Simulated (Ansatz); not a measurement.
# MgB (Pm-3m) in Ansatz: notebook

Runs on MgB. Level: PBE. Tasks: density of states, electric field gradients.

All numbers are computed with Ansatz 0.2.0; they aren't measurements. Logs are shortened: lines on timing, memory, paths and dates and some standing lists are left out, and cuts for length are marked.

### Step 1. The structure

The structure is cubic, space group Pm-3m (No. 221). Conventional cell: a = 2.895 Å, b = 2.895 Å, c = 2.895 Å, α = 90.00°, β = 90.00°, γ = 90.00°. Around Mg (site symmetry m-3m) lie 8 B at 2.51 Å. Around B (site symmetry m-3m) lie 8 Mg at 2.51 Å.

The cell was built by a generator and needn't be a form met in nature.

### Step 2. Density of states, PBE

The input, input.yaml:

```yaml
crystal:
  lattice:
    - [2.89515, 0.0, 0.0]
    - [0.0, 2.89515, 0.0]
    - [0.0, 0.0, 2.89515]
  atoms:
    - { symbol: Mg, position: [0.0, 0.0, 0.0] }
    - { symbol: B, position: [0.5, 0.5, 0.5] }
kpoints:
  mp_grid: { grid: [9, 9, 9] }
scf:
  occupations: { method: fermi_dirac, width: 0.05 }
hamiltonian:
  xc: pbe
  pseudopotentials: { kind: all_electron, datasets: crystal }
output:
  forces: true
  stress: true
  eigenvalues: true
  dos: { projected: false, de: 0.2, e_range: [-10, 10] }
```

Potentials or basis: all-electron PAW datasets made for the crystal.

Started as:

```
ansatz run input.yaml --threads 1 --pin off --max-ram 3072MiB --backend cpu --events-out ev --progress --plain --runs-dir out
```

Log:

```text
Warning: RAYON_NUM_THREADS=1 ignored (pool sized by the plan → 1); use --threads N
hamiltonian.pseudopotentials.datasets: crystal makes datasets for this crystal and solves the spheres of its atoms anew in each pass: cutoff 180.0 eV, the density's 720.0 eV; for an error of 0.50 meV an atom under PBE, 1.0 meV for the cell; an energy difference from a run of another recipe may be off by several times the error for the cell, under r2SCAN by more, where some 0.1 meV an atom stays at smaller errors; B in spheres of 1.254 Å, 3 of its electrons in bands; Mg in spheres of 1.249 Å, 2 of its electrons in bands, 8 on its site; only band paths and densities of states list, in semicore columns, the levels of the semicore shells that are solved separately: 2s of Mg, 2p of Mg
band count auto-derived: 9 (N_el = 5.0; filled up to band 3; 7 by the electrons, moments and atoms)
Engine: ansatz 0.2.0, aarch64-unknown-linux-gnu
Pseudopotentials: kind: all_electron
Pseudopotential: Mg, paw, valence charge 10, recommended cutoff 180 eV (normal), crystal/all_electron/pbe/scalar/gaussian/Mg, Koelling and Harmon's equation, gaussian nucleus
Pseudopotential: B, paw, valence charge 3, recommended cutoff 180 eV (normal), crystal/all_electron/pbe/scalar/gaussian/B, Koelling and Harmon's equation, gaussian nucleus
Functional definition: PBE
  parameter kappa = 0.804
  parameter beta = 0.06672455060314922
  exchange = pbe_x(kappa = kappa, mu = beta*pi^2/3)
  correlation = pbe_c(beta = beta)
Crystal: 2 atoms, lattice volume = 24.267 Å³
Basis set: ecut = 180 eV, 147 PW (Γ), exchange–correlation on 30×30×30 points (8 copies of the dense FFT grid, shifted against one another)
Bands: 9, of which v1, the nominal top of the filled ones, is band 3 counted from 1 (2 counted from 0)
Symmetry: 48 space group operations
Space group: Pm-3m (ITA 221), of the structure as read, at distance tolerance 2.9e-5 Å
k-points: 35 of 729
Non-local potential: Mg, projectors of the file, l = 0: 1, l = 1: 1
Non-local potential: B, projectors of the file, l = 0: 1, l = 1: 2
PAW form: soft (Blöchl's): semilocal exchange-correlation on the pseudo side does not see the compensation charge
PAW one-centre angular grid: Mg, 110 points (default); XC on its mesh's 1983 points in the sphere
PAW one-centre angular grid: B, 110 points (default); XC on its mesh's 2053 points in the sphere
Initial density: superposition of atomic densities (neutral atoms: chi_scale 0, normalization atom)
Initial wavefunctions: pseudopotential atomic-orbital guess
Functional: x = pbe(κ = 0.804, μ = 0.2195149727645171), c = pbe(β = 0.06672455060314922)
iter 1 solved again at ethr=1.06e-2 eV; its pass at ethr=1.00e-1 eV (dr2=5.31e-1 eV) is discarded
SCF iter   1: F=—  HF=-6126.025723 eV  |F-HF|=—  |Δ(HF+E_count)|=         —  Δρ=3.39e-2  dr2=4.84e-1  ethr=1.06e-2  ⟨swp⟩=2.1  Hψ=2055  notcnv=0
preconditioner: auto → none  [insulator: Δε(μ)=0.131 eV  Ē_g=13.552 eV  σ=0.050 eV  W_gap=0.57  n_scr=0 (ndim 8)  ℏωp=16.9 eV  f_vac=0.000  D(μ)=0.75/eV (n_scr^D=6)  ε∞_Penn≈2.5]
iter 2 solved again at ethr=6.48e-4 eV; its pass at ethr=9.68e-3 eV (dr2=3.24e-2 eV) is discarded
SCF iter   2: F=—  HF=-6125.939786 eV  |F-HF|=—  |Δ(HF+E_count)|=   8.59e-2  Δρ=1.04e-2  dr2=3.14e-2  ethr=6.48e-4  ⟨swp⟩=2.3  Hψ=1599  notcnv=0  defer=1
SCF iter   3: F=—  HF=-6125.970768 eV  |F-HF|=—  |Δ(HF+E_count)|=   3.10e-2  Δρ=2.35e-3  dr2=1.50e-3  ethr=6.28e-4  ⟨swp⟩=2.5  Hψ=638  notcnv=0
SCF iter   4: F=—  HF=-6125.974980 eV  |F-HF|=—  |Δ(HF+E_count)|=   4.21e-3  Δρ=3.68e-4  dr2=2.56e-5  ethr=3.00e-5  ⟨swp⟩=3.0  Hψ=539  notcnv=0
SCF iter   5: F=—  HF=-6125.975269 eV  |F-HF|=—  |Δ(HF+E_count)|=   2.89e-4  Δρ=1.79e-4  dr2=5.77e-6  ethr=5.12e-7  ⟨swp⟩=3.0  Hψ=821  notcnv=0
SCF iter   6: F=—  HF=-6125.975340 eV  |F-HF|=—  |Δ(HF+E_count)|=   7.10e-5  Δρ=2.05e-5  dr2=7.85e-8  ethr=1.15e-7  ⟨swp⟩=3.0  Hψ=489  notcnv=0
SCF iter   7: F=-6125.975341 eV  HF=-6125.975341 eV  |F-HF|=2.05e-9  |Δ(HF+E_count)|=   3.47e-7  Δρ=1.47e-6  dr2=4.53e-10  ethr=1.57e-9  ⟨swp⟩=3.0  Hψ=465  notcnv=0
SCF 1 converged in 7 iterations: F = -6125.975334 eV  dr2 = 4.53e-10
  Residual-converged pass: ⟨swp⟩=2.6  Hψ=433  notcnv=0  max |occ|·‖R‖ = 5.2e-6 eV (tolerance 5.3e-6 eV)  dr2=4.42e-10  dr2_onsite=2.44e-9  max |Δocc| = 1.1e-10
SCF converged after 7 iterations
Free energy (F): -6125.975334 eV
Harris-Foulkes:  -6125.975334 eV  (|F-HF|=2.05e-9)
Internal energy: -6125.968584 eV  (E = F + TS)
E sigma→0 (E₀):  -6125.971959 eV
Entropy (-TS):   -0.006750 eV (-3.375 meV/atom)
Past the cutoff: the bands carry plane waves up to 1.75 times it, of which those up to 1.5 times it add -0.000135 eV an atom, each by itself; the spheres take 0.000117 eV an atom off the energy for waves past 1.75 times it
By the cutoff:   a pressure is off by up to 0.006 GPa (1.2 times the spheres' own share and the shells' term, over an atom's volume, and 0.004 GPa: a bound that held against runs at twice the plane waves)
Past the cutoffs: a stress includes 0.0037 GPa for waves and charges beyond them, in addition to the slope of what the spheres take
In the spheres:  the bands' charges fall short by 1.7e-7 e at most (sound up to 1e-3), those of shells solved beside the bands by 2.4e-7 e (sound up to 5e-4)
Fermi energy:    8.384326 eV
--- Per-component energies (eV) ---
  E_band       = 19.870321
  E_kinetic    = 43.869408
  E_local      = -635.415196  (includes V_loc(G=0)·N_el)
  E_nonlocal   = 2.815663
  E_hartree    = 340.268834
  E_xc         = -43.017391
  E_vxc        = -54.036598  (∫ρ·V_xc dr)
  E_paw        = -7100.241728  (= ΣΔE_a)
  E_vpaw       = -2172.409094  (= ΣTr[D̂ρ^β])
  E_ewald      = -888.756732
  E_smearing   = -0.006750  (= −TS)
  E_closure    = 2154.508557  (closes the sum)
  Σ components = -6125.975334   (vs F -6125.975334, Δ=9.09e-13)
  The terms above E_closure are by the made datasets' own strengths, without shells solved beside the bands.
--- Forces (eV/Å), atoms counted from 1 ---
  atom   1  Mg    -0.00000000    -0.00000000     0.00000000
  atom   2  B      0.00000000     0.00000000    -0.00000000
  max |Σ_I F_I| component: 1.97e-31 eV/Å
--- Stress (GPa, compression-positive) ---
        0.109722       0.000000       0.000000
        0.000000       0.109722       0.000000
        0.000000       0.000000       0.109722
  P = ⅓ Tr σ = 0.1097 GPa (1.097 kbar)
  It holds what live shells' own plane waves past their cutoff add
--- Band table (eV; the first three rows and the last of 35) ---
  k-point 0: bands = ["-2.5034", "10.7584", "10.7584", "10.7584", "15.2812", "15.2812", "17.2152"]
  k-point 1: bands = ["-2.3075", "9.3317", "10.8693", "10.8693", "15.4993", "16.3738", "17.7817"]
  k-point 2: bands = ["-1.7274", "6.9596", "11.1730", "11.1730", "16.1517", "17.2359", "19.5941"]
  k-point 34: bands = ["5.3644", "6.9437", "6.9437", "7.6854", "12.5441", "12.5441", "12.5483"]
```

Run time: 2.5 s. Hardware: 1 thread of Arm Neoverse V1, shared host; peak memory 0.31 GiB.

What came out:

```yaml
Free_energy: -6125.9753 eV
Pressure: 0.1 GPa
Band_gap_on_the_k_mesh: none (metal or under the smearing width)
```

States per cell in windows of 0.5 eV (zero at the Fermi level; states under -8 eV left out):
```
from (eV)  total
     -8.0   0.26
     -7.5   0.24
     -7.0   0.21
     -6.5   0.18
     -6.0   0.15
     -5.5   0.20
     -5.0   0.20
     -4.5   0.22
     -4.0   0.31
     -3.5   0.38
     -3.0   0.38
     -2.5   0.34
     -2.0   0.34
     -1.5   0.37
     -1.0   0.29
     -0.5   0.29
      0.0   0.29
      0.5   0.29
      1.0   0.34
      1.5   0.37
      2.0   0.50
      2.5   0.52
      3.0   0.52
      3.5   0.35
      4.0   0.26
      4.5   0.21
      5.0   0.21
      5.5   0.20
      6.0   0.22
      6.5   0.22
      7.0   0.26
      7.5   0.31
```

Caveat: the program warned that the printed levels may be off, so bands, gaps and densities of states are rough; the density of states is complete only up to the lowest level of the last band computed.

### Step 3. Electric field gradients, PBE

Changes to input.yaml since step 2:

```diff
@@ -19,2 +19,4 @@
   eigenvalues: true
-  dos: { projected: false, de: 0.2, e_range: [-10, 10] }
+  efg: {}
+  elf: true
+  volumetric_format: npy
```

Potentials or basis: all-electron PAW datasets made for the crystal.

Started as:

```
ansatz run input.yaml --threads 1 --pin off --max-ram 3072MiB --backend cpu --events-out ev --progress --plain --runs-dir out
```

Log:

```text
Warning: RAYON_NUM_THREADS=1 ignored (pool sized by the plan → 1); use --threads N
hamiltonian.pseudopotentials.datasets: crystal makes datasets for this crystal and solves the spheres of its atoms anew in each pass: cutoff 180.0 eV, the density's 720.0 eV; for an error of 0.50 meV an atom under PBE, 1.0 meV for the cell; an energy difference from a run of another recipe may be off by several times the error for the cell, under r2SCAN by more, where some 0.1 meV an atom stays at smaller errors; B in spheres of 1.254 Å, 3 of its electrons in bands; Mg in spheres of 1.249 Å, 2 of its electrons in bands, 8 on its site; only band paths and densities of states list, in semicore columns, the levels of the semicore shells that are solved separately: 2s of Mg, 2p of Mg
band count auto-derived: 9 (N_el = 5.0; filled up to band 3; 7 by the electrons, moments and atoms)
Engine: ansatz 0.2.0, aarch64-unknown-linux-gnu
Pseudopotentials: kind: all_electron
Pseudopotential: Mg, paw, valence charge 10, recommended cutoff 180 eV (normal), crystal/all_electron/pbe/scalar/gaussian/Mg, Koelling and Harmon's equation, gaussian nucleus
Pseudopotential: B, paw, valence charge 3, recommended cutoff 180 eV (normal), crystal/all_electron/pbe/scalar/gaussian/B, Koelling and Harmon's equation, gaussian nucleus
Functional definition: PBE
  parameter kappa = 0.804
  parameter beta = 0.06672455060314922
  exchange = pbe_x(kappa = kappa, mu = beta*pi^2/3)
  correlation = pbe_c(beta = beta)
Crystal: 2 atoms, lattice volume = 24.267 Å³
Basis set: ecut = 180 eV, 147 PW (Γ), exchange–correlation on 30×30×30 points (8 copies of the dense FFT grid, shifted against one another)
Bands: 9, of which v1, the nominal top of the filled ones, is band 3 counted from 1 (2 counted from 0)
Symmetry: 48 space group operations
Space group: Pm-3m (ITA 221), of the structure as read, at distance tolerance 2.9e-5 Å
k-points: 35 of 729
Non-local potential: Mg, projectors of the file, l = 0: 1, l = 1: 1
Non-local potential: B, projectors of the file, l = 0: 1, l = 1: 2
PAW form: soft (Blöchl's): semilocal exchange-correlation on the pseudo side does not see the compensation charge
PAW one-centre angular grid: Mg, 110 points (default); XC on its mesh's 1983 points in the sphere
PAW one-centre angular grid: B, 110 points (default); XC on its mesh's 2053 points in the sphere
Initial density: superposition of atomic densities (neutral atoms: chi_scale 0, normalization atom)
[... 30 lines left out ...]
  E_nonlocal   = 2.815663
  E_hartree    = 340.268834
  E_xc         = -43.017391
  E_vxc        = -54.036598  (∫ρ·V_xc dr)
  E_paw        = -7100.241728  (= ΣΔE_a)
  E_vpaw       = -2172.409094  (= ΣTr[D̂ρ^β])
  E_ewald      = -888.756732
  E_smearing   = -0.006750  (= −TS)
  E_closure    = 2154.508557  (closes the sum)
  Σ components = -6125.975334   (vs F -6125.975334, Δ=9.09e-13)
  The terms above E_closure are by the made datasets' own strengths, without shells solved beside the bands.
--- Forces (eV/Å), atoms counted from 1 ---
  atom   1  Mg    -0.00000000    -0.00000000     0.00000000
  atom   2  B      0.00000000     0.00000000    -0.00000000
  max |Σ_I F_I| component: 1.97e-31 eV/Å
--- Stress (GPa, compression-positive) ---
        0.109722       0.000000       0.000000
        0.000000       0.109722       0.000000
        0.000000       0.000000       0.109722
  P = ⅓ Tr σ = 0.1097 GPa (1.097 kbar)
  It holds what live shells' own plane waves past their cutoff add
--- PAW observables at the nuclei: V_zz in 10²¹ V/m², potentials from the cell's mean, atoms counted from 1 ---
  atom   1  Mg V_zz =    -0.000000   η = 0.0000   by run symmetry: forbidden
            electrostatic potential = -1102.294503 V   contact ρ = 7802.728683 e/Å³
  atom   2  B  V_zz =    -0.000000   η = 0.0000   by run symmetry: forbidden
            electrostatic potential = -323.340831 V   contact ρ = 489.218245 e/Å³
--- Band table (eV; the first three rows and the last of 35) ---
  k-point 0: bands = ["-2.5034", "10.7584", "10.7584", "10.7584", "15.2812", "15.2812", "17.2152"]
  k-point 1: bands = ["-2.3075", "9.3317", "10.8693", "10.8693", "15.4993", "16.3738", "17.7817"]
  k-point 2: bands = ["-1.7274", "6.9596", "11.1730", "11.1730", "16.1517", "17.2359", "19.5941"]
  k-point 34: bands = ["5.3644", "6.9437", "6.9437", "7.6854", "12.5441", "12.5441", "12.5483"]
```

Wall time 2.4 s (1 thread of Arm Neoverse V1, shared host); peak memory 0.31 GiB.

What came out:

* Free energy: -6125.9753 eV
* Pressure: 0.1 GPa
* Band gap on the k mesh: none (metal or under the smearing width)

### Step 4. Density of states, PBE

Changes to input.yaml since step 3:

```diff
@@ -19,3 +19,3 @@
   eigenvalues: true
-  efg: {}
+  dos: { projected: false, de: 0.1, e_range: [-10, 10] }
   elf: true
```

Started as:

```
ansatz run input.yaml --threads 1 --pin off --max-ram 3072MiB --backend cpu --events-out ev --progress --plain --runs-dir out
```

It took 2.5 s on 1 thread of Arm Neoverse V1, shared host; peak memory 0.31 GiB.

Results (log left out):

- Free energy: -6125.9753 eV
- Pressure: 0.1 GPa
- Band gap on the k mesh: none (metal or under the smearing width)

Levels at points of the mesh, in eV from the Fermi level:
```
           k point  band 1  band 2  band 3  band 4  band 5  band 6
(0.00, 0.00, 0.00)  -10.89    2.37    2.37    2.37    6.90    6.90
```

States per cell in windows of 1 eV (zero at the Fermi level; states under -8 eV left out):
```
from (eV)  total
     -8.0   0.50
     -7.0   0.39
     -6.0   0.35
     -5.0   0.43
     -4.0   0.70
     -3.0   0.72
     -2.0   0.72
     -1.0   0.58
      0.0   0.58
      1.0   0.71
      2.0   1.03
      3.0   0.83
      4.0   0.46
      5.0   0.41
      6.0   0.44
      7.0   0.58
```

Caveat: the program warned that the printed levels may be off, so bands, gaps and densities of states are rough; the density of states is complete only up to the lowest level of the last band computed.
